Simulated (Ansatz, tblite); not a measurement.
# The cluster Rb₂F₃: rung by rung

The task here is to estimate one member of a computed series from the others.

Method: as each input shows; program: Ansatz 0.2.0, Gaussian basis.

The runs, in order: GFN1-xTB, GFN2-xTB, PBE-D4/def2-TZVP, r2SCAN-D4/def2-TZVP, r2SCAN0-D4/def2-TZVP, BHLYP-D4/def2-TZVP, LDA/def2-TZVP, revPBE-D4/def2-TZVP, CAM-B3LYP-D4/def2-TZVP, PBE+5HF/def2-TZVP, PBE+10HF/def2-TZVP, PBE+15HF/def2-TZVP, PBE+35HF/def2-TZVP, PBE+50HF/def2-TZVP, PBE-D4/def2-SVP, PBE0-D4/def2-SVP, PBE0-D4/def2-TZVPD, PBE-D4/def2-TZVPD, r2SCAN-D4/def2-TZVPD, CCSD(T)/def2-SVP, MP2/def2-TZVP, RPA/def2-TZVP.

5 further runs of the same task are left out: 5 set aside as unsound or not needed. Runs told in other sessions of the task aren't counted.

## The relaxed structure

The doublet was relaxed beforehand with PBE0-D4/def2-SVP. At that level it is the lowest of the isomers that a small search found.

5 atoms, charge 0, spin multiplicity 2.

Bond lengths: Rb1–F3 2.476 Å, Rb1–F4 2.665 Å, Rb1–F5 2.667 Å, Rb2–F3 2.476 Å, Rb2–F4 2.664 Å, Rb2–F5 2.666 Å. Angles: F3–Rb1–F4 82.4°, F3–Rb1–F5 82.4°, F4–Rb1–F5 43.0°, F3–Rb2–F4 82.4°, F3–Rb2–F5 82.4°, F4–Rb2–F5 43.0°, Rb1–F3–Rb2 98.3°, Rb1–F4–Rb2 89.3°, Rb1–F5–Rb2 89.2°.

Rb takes a core potential in the def2 sets. No spin-orbit coupling is included.

PBE0-D4/def2-TZVP was run before; its log isn't repeated, and its numbers join the tables.

Set-up of the first run:

Tight binding, by tblite at 300 K electronic temperature and without a spin-polarisation term:

```python
tblite.interface.Calculator('GFN1-xTB', numbers, positions, charge=0, uhf=1).singlepoint()
```

Tight binding, by tblite at 300 K electronic temperature and without a spin-polarisation term:

```python
tblite.interface.Calculator('GFN2-xTB', numbers, positions, charge=0, uhf=1).singlepoint()
```

start.molden holds the orbitals of an earlier run on this state, given as this run's starting guess.

Input file in.yaml:

```yaml
crystal:
  periodic: [false, false, false]
  atoms:
    - {symbol: Rb, position_ang: [-0.851307, -1.395492, 0.970946]}
    - {symbol: Rb, position_ang: [1.225179, 1.386615, -0.435559]}
    - {symbol: F, position_ang: [1.114147, -0.025001, 1.595553]}
    - {symbol: F, position_ang: [-1.332915, 0.670458, -0.642204]}
    - {symbol: F, position_ang: [-0.155103, -0.636570, -1.488736]}
basis:
  gaussian: {orbitals: def2-TZVP, initial_orbitals: start.molden}
magnetization: {spin_polarized: true, initial_magnetization: 1}
hamiltonian: {xc: pbe, dispersion: d4}
scf: {omitted_lower_state_checks: [starts]}
output: {orbitals: {seedname: orbitals}}
```

Launch:

```
> ansatz run in.yaml --threads 4 --pin off --events-out ev --progress --plain --max-ram 3916MiB
```

Steps of the session up to this table: PBE-D4/def2-TZVP; r2SCAN-D4/def2-TZVP; r2SCAN0-D4/def2-TZVP; BHLYP-D4/def2-TZVP; LDA/def2-TZVP; revPBE-D4/def2-TZVP; CAM-B3LYP-D4/def2-TZVP; PBE+5HF/def2-TZVP; PBE+10HF/def2-TZVP; PBE+15HF/def2-TZVP; PBE+35HF/def2-TZVP; PBE+50HF/def2-TZVP; PBE-D4/def2-SVP; PBE0-D4/def2-SVP; PBE0-D4/def2-TZVPD; PBE-D4/def2-TZVPD; r2SCAN-D4/def2-TZVPD; CCSD(T)/def2-SVP; MP2/def2-TZVP; RPA/def2-TZVP.

One of the session's tables, all rows but one given; the rest of the session is left out.

It belongs to the step «Levels side by side». 

```
                 level  HOMO (eV)  LUMO (eV)  gap (eV)
         LDA/def2-TZVP          ?          ?         ?
       PBE-D4/def2-SVP      -4.69      -4.19      0.51
      PBE-D4/def2-TZVP      -5.17      -4.69      0.48
     PBE-D4/def2-TZVPD      -5.25      -4.77      0.48
   revPBE-D4/def2-TZVP      -5.06      -4.54      0.52
   r2SCAN-D4/def2-TZVP      -5.44      -4.29      1.15
  r2SCAN-D4/def2-TZVPD      -5.51      -4.33      1.17
      PBE0-D4/def2-SVP      -6.43      -2.70      3.72
     PBE0-D4/def2-TZVP      -6.98      -3.17      3.81
    PBE0-D4/def2-TZVPD      -7.05      -3.23      3.83
  r2SCAN0-D4/def2-TZVP      -7.24      -2.88      4.36
    BHLYP-D4/def2-TZVP      -8.86      -1.66      7.20
CAM-B3LYP-D4/def2-TZVP      -8.57      -2.16      6.41
     PBE+5HF/def2-TZVP      -5.52      -4.39      1.12
    PBE+10HF/def2-TZVP      -5.87      -4.09      1.79
    PBE+15HF/def2-TZVP      -6.24      -3.78      2.46
    PBE+35HF/def2-TZVP      -7.74      -2.57      5.17
    PBE+50HF/def2-TZVP      -8.91      -1.67      7.24
```

Estimate the missing values for LDA/def2-TZVP.

As computed: HOMO (eV): -5.51; LUMO (eV): -5.25; gap (eV): 0.27.
